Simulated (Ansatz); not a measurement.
Run this with the Python package of Ansatz (0.2.0) and show what comes out.

`bde.py`
```python
"""Cost of removing each kind of hydrogen from C3H6Ge, fragments frozen."""

from dataclasses import dataclass

import ansatz as az
from ase import Atoms


@dataclass(frozen=True)
class Options:
    basis: str = "def2-SVP"
    functional: str = "HF"


settings = Options()


def single_point(molecule, charge=0, unpaired=0):
    calc = (
        molecule.calculation()
        .basis(gaussian=settings.basis)
        .functional(settings.functional)
    )
    if charge:
        calc = calc.charge(charge)
    if unpaired:
        calc = calc.spin("collinear", total=unpaired)
    report = calc.run(threads=1).report
    if report["published_state_doubts"]:
        print("  doubts:", report["published_state_doubts"])
    return report["free_energy_ev"]

def without(molecule, index):
    rest = az.Crystal.molecule()
    for i, site in enumerate(molecule.cartesian_sites):
        if i != index:
            rest = rest.atom(site.symbol, site.position_ang)
    return rest

atoms = Atoms(["C", "C", "C", "Ge", "H", "H", "H", "H", "H", "H"], positions=[
    [-0.7379, 1.656, -1.2894],
    [-0.2907, 0.6034, -0.4699],
    [0.0916, -0.2941, 0.2027],
    [0.8448, -1.7018, 1.2901],
    [-0.3604, 2.6542, -0.9602],
    [-1.8935, 1.7546, -1.2388],
    [-0.4554, 1.5353, -2.3509],
    [0.284, -3.0445, 0.7334],
    [0.2778, -1.5041, 2.7915],
    [2.3228, -1.7101, 1.2944],
])
c3h6ge = az.Crystal.molecule_from_ase(atoms)

whole = single_point(c3h6ge, 0)
hydrogen = single_point(az.Crystal.molecule().atom("H", (0, 0, 0)), 0, 1)
print(f"E(molecule) = {whole:.5f} eV, E(H) = {hydrogen:.5f} eV")
for index in [6, 9]:
    radical = single_point(without(c3h6ge, index), 0, 1)
    print(f"H{index}: homolysis {96.485332 * (radical + hydrogen - whole):.1f} kJ/mol")
```

```console
$ python bde.py
E(molecule) = -59648.63021 eV, E(H) = -13.58606 eV
H6: homolysis 347.4 kJ/mol
H9: homolysis 287.6 kJ/mol
```

Reading the output:
- These settings explore the input space; basis and method may be short of convergence.
- The geometry is a force-field or estimated start, not a minimum of this method, and the basis set is short of its limit. All parts are taken at fixed geometry, without zero-point energy.
- The expectation value of S² is noticeably off S(S+1) in at least one run, so that state is spin-contaminated.
- Hartree-Fock leaves correlation out, so bond, atomisation and ionisation energies come out well too low.
- Timing: 6.6 s on 1 thread of Arm Neoverse V2 (shared host), peak memory 0.32 GiB.
